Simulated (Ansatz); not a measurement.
# C3H8ClGa: how energies converge with the basis set

The task here is to estimate one member of a computed series from the others.

Program: Ansatz 0.2.0, Gaussian basis. Level of theory: one geometry, several basis sets. These are calculated values, not measurements.

Plan: PBE0-D4/def2-SVP; ωB97M-V/def2-SVP; PBE0-D4/def2-QZVPP; ωB97M-V/def2-QZVPP; the functionals' def2-TZVPP values are taken from earlier runs.

**The relaxed structure**

An earlier PBE0-D4 in a triple-zeta def2 set relaxation fixed the geometry.

13 atoms, charge 0, spin multiplicity 1.

Atoms are counted from 1 here; the program's logs count them from 0.

Bond lengths: C1–C2 1.524 Å, C1–H6 1.094 Å, C1–H7 1.093 Å, C1–H8 1.093 Å, C2–Ga3 1.965 Å, C2–H9 1.095 Å, C2–H10 1.095 Å, Ga3–C4 1.957 Å, Ga3–Cl5 2.174 Å, C4–H11 1.092 Å, C4–H12 1.091 Å, C4–H13 1.093 Å. Angles: C2–C1–H6 111.6°, C2–C1–H7 111.9°, C2–C1–H8 111.9°, H6–C1–H7 107.1°, H6–C1–H8 107.1°, H7–C1–H8 107.0°, C1–C2–Ga3 115.3°, C1–C2–H9 111.2°, C1–C2–H10 111.2°, Ga3–C2–H9 106.6°, Ga3–C2–H10 106.6°, H9–C2–H10 105.2°, C2–Ga3–C4 132.1°, C2–Ga3–Cl5 114.0°, C4–Ga3–Cl5 113.9°, Ga3–C4–H11 109.5°, Ga3–C4–H12 112.3°, Ga3–C4–H13 109.4° and more.

Set-up of the first run:

File in.yaml:

```yaml
crystal:
  periodic: [false, false, false]
  atoms:
    - {symbol: C, position_ang: [-1.325320, 1.080785, 0.826673]}
    - {symbol: C, position_ang: [-0.014766, 1.381696, 0.109726]}
    - {symbol: Ga, position_ang: [0.958488, -0.191612, -0.553987]}
    - {symbol: C, position_ang: [0.569450, -2.107715, -0.470375]}
    - {symbol: Cl, position_ang: [2.820035, 0.285853, -1.570198]}
    - {symbol: H, position_ang: [-1.815819, 1.996326, 1.170185]}
    - {symbol: H, position_ang: [-1.172931, 0.448481, 1.705375]}
    - {symbol: H, position_ang: [-2.034385, 0.560260, 0.177490]}
    - {symbol: H, position_ang: [0.677253, 1.926952, 0.760160]}
    - {symbol: H, position_ang: [-0.175579, 2.037545, -0.752395]}
    - {symbol: H, position_ang: [0.542842, -2.519527, -1.481668]}
    - {symbol: H, position_ang: [-0.379846, -2.315568, 0.024879]}
    - {symbol: H, position_ang: [1.370878, -2.618175, 0.068835]}
basis:
  gaussian: {orbitals: def2-SVP}
hamiltonian: {xc: pbe0, dispersion: d4}
output: {orbitals: {seedname: orbitals}}
```

Run with:

```sh
$ ansatz run in.yaml --threads 2 --pin off --events-out ev --progress --plain --max-ram 32768MiB --backend cpu
```

Steps of the session up to this table: PBE0-D4 in def2-SVP; ωB97M-V in def2-SVP; PBE0-D4 in def2-QZVPP; ωB97M-V in def2-QZVPP.

One of the session's tables, all rows but one given; the rest of the session is left out.

It belongs to the step «Functionals by basis». 

```
functional       basis  HOMO (eV)
   PBE0-D4    def2-SVP      -7.46
   PBE0-D4  def2-TZVPP      -7.55
   PBE0-D4  def2-QZVPP      -7.57
   ωB97M-V    def2-SVP      -9.62
   ωB97M-V  def2-TZVPP          ?
   ωB97M-V  def2-QZVPP      -9.74
```

Q: Estimate the row for ωB97M-V, def2-TZVPP from the others.

**Answer.** HOMO (eV): -9.72. In the column «HOMO (eV)» it lies between ωB97M-V, def2-QZVPP (-9.74) and ωB97M-V, def2-SVP (-9.62).
